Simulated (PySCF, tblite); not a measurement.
# C10H11F: geometry, infrared bands, NMR shifts, spin-spin couplings and electronic excitations

Aim: predict the infrared bands, NMR shifts, spin-spin couplings and electronic excitations of C10H11F (`Cc1cc(F)c2c(c1)CCC2`).

Programs: tblite 0.8.0 and PySCF 2.14.0, with density-fitted response routines of our own. Each step states its level of theory. These are calculated values for one molecule in the gas phase, unless marked as measured. Atoms are numbered from 0 throughout.

### Step 1. Starting geometry

22 atoms, charge 0, multiplicity 1; geometry from: force field or distance geometry start.

Bonds of the start (Å): C0–C1 1.50, C1–C2 1.39, C2–C3 1.41, C3–F4 1.36, C3–C5 1.38, C5–C6 1.38, C6–C7 1.39, C6–C8 1.49, C8–C9 1.52, C9–C10 1.51, C7–C1 1.39, C10–C5 1.47, C0–H11 1.10, C0–H12 1.12, C0–H13 1.12, C2–H14 1.09, C7–H15 1.08, C8–H16 1.11, C8–H17 1.11, C9–H18 1.11, C9–H19 1.11, C10–H20 1.12, C10–H21 1.10.

### Step 2. Optimising the geometry with GFN2-xTB

Job settings and geometry (Å):

```
{"job": {"kind": "relax", "xc": "GFN2-xTB", "basis": "xTB"}, "charge": 0, "multiplicity": 1}
C      3.346600    -0.150700    -0.420100
C      1.902500     0.090600    -0.097800
C      1.557900     1.185000     0.679200
C      0.197700     1.403900     0.971400
F     -0.113200     2.485900     1.737900
C     -0.764700     0.519600     0.525500
C     -0.388400    -0.568800    -0.234200
C      0.942400    -0.804000    -0.546100
C     -1.628100    -1.320200    -0.559900
C     -2.681100    -0.219700    -0.518100
C     -2.227500     0.525500     0.714000
H      3.478300    -0.570900    -1.429800
H      3.958300     0.780200    -0.272400
H      3.790400    -0.893100     0.294700
H      2.304900     1.890800     1.035400
H      1.194000    -1.670800    -1.133600
H     -1.867200    -2.018700     0.262300
H     -1.577900    -1.814700    -1.554600
H     -3.704800    -0.625300    -0.387600
H     -2.571400     0.368000    -1.449000
H     -2.500400    -0.111900     1.590600
H     -2.658800     1.538700     0.791200
```

Command:

```
> OMP_NUM_THREADS=2 python probes_run.py task.json out
```

One launch serves the whole session: the jobs run in the order shown.

**Question.** This job is followed by: GFN2-xTB harmonic vibrations, gas phase; PBE0-D3(BJ)/def2-SVP geometry optimisation, gas phase; GIAO PBE0/pcSseg-1 NMR shielding, non-relativistic, gas phase; B3LYP/pcJ-1 indirect spin-spin coupling, non-relativistic, gas phase; TDDFT wB97X-D/def2-SVPD, vertical, gas phase, core orbitals frozen in the response; GIAO WP04/pcSseg-2 NMR shielding, non-relativistic, gas phase. Predict these results of the whole session: strongest single infrared mode (GFN2-xTB); zero-point energy (GFN2-xTB); point group; rotational constants (main isotopes); ¹³C shifts against TMS (PBE0/pcSseg-1); ¹H shifts against TMS (PBE0/pcSseg-1, means over atoms taken as alike); ¹⁹F shifts against CFCl3 (PBE0/pcSseg-1); largest coupling of the table (B3LYP/pcJ-1); lowest singlet (wB97X-D/def2-SVPD); brightest single state of those computed; lowest triplet; range of the shift of C5.

**Answer**, as computed:

| quantity | value |
| --- | --- |
| strongest single infrared mode (GFN2-xTB) | 3013 cm⁻¹, 63 km/mol |
| zero-point energy (GFN2-xTB) | 112.9 kcal/mol |
| point group | C1 |
| rotational constants (main isotopes) | 1.70, 0.97, 0.63 GHz |
| ¹³C shifts against TMS (PBE0/pcSseg-1) | 166.6, 152.9, 143.7, 131.5, 124.9, 118.8, 36.1, 30.9, 28.5, 23.1 ppm |
| ¹H shifts against TMS (PBE0/pcSseg-1, means over atoms taken as alike) | 6.97, 6.74, 2.86, 2.85, 2.34, 1.96 ppm |
| ¹⁹F shifts against CFCl3 (PBE0/pcSseg-1) | -118.7 ppm |
| largest coupling of the table (B3LYP/pcJ-1) | ¹J(C,F) C3–F4, -310.6 Hz |
| lowest singlet (wB97X-D/def2-SVPD) | 5.26 eV (236 nm), f = 0.003 |
| brightest single state of those computed | state 4, 6.71 eV, f = 0.685 |
| lowest triplet | 4.07 eV |
| range of the shift of C5 | 131.5 to 138.4 ppm |

Relaxing lowered the energy by 0.309 eV in 68 steps; the close pair that moved most is C0–H12, from 1.124 to 1.087 Å (GFN2-xTB). No mode is imaginary among the 60: a minimum at this level. The strongest single mode, at 3013 cm⁻¹, moves mainly H18. GFN2-xTB is a fitted tight-binding method: band positions and strengths are rough. Its intensities can rank the bands wrongly. The start of the PBE0/def2-SVP relaxation was shaken at random by about 0.01 Å, so part of the energy gained, and of the first lengths quoted, undoes that. The optimisation took 6 steps and gained 0.265 eV; among the close pairs (by a distance rule), C2–C3 changed most, from 1.336 to 1.391 Å (PBE0/def2-SVP). No frequency check was run at this level, so the end point may be a saddle. At PBE0/pcSseg-1: The largest span, 224 ppm, is at C1, where the paramagnetic term is -223 ppm. NICS(1)zz of -25 ppm above the planar ring from C1 marks a diatropic (aromatic) ring current. Of the pairs tabulated at B3LYP/pcJ-1, C3–F4 couples most strongly (-310.6 Hz; Fermi contact -307.1 Hz). Couplings across rotatable bonds belong to this one conformer; where others are populated, the observed values are averages. The first singlet state (HOMO→LUMO 0.57, HOMO−1→LUMO+1 0.40) lies at 5.26 eV and is weak; of the 10 states computed, the strongest absorption comes from states 3 to 4 together at 6.71 eV. The lowest triplet lies 1.19 eV below the lowest singlet (triplets in Tamm-Dancoff, singlets in full TDDFT). In ppm, C5 moves most: its shift spreads over 6.9 ppm, from 131.5 (PBE0/pcSseg-1) to 138.4 (WP04/pcSseg-2). The conformer search found further structures of the same energy, which may be mirror or relabelled copies of this one.
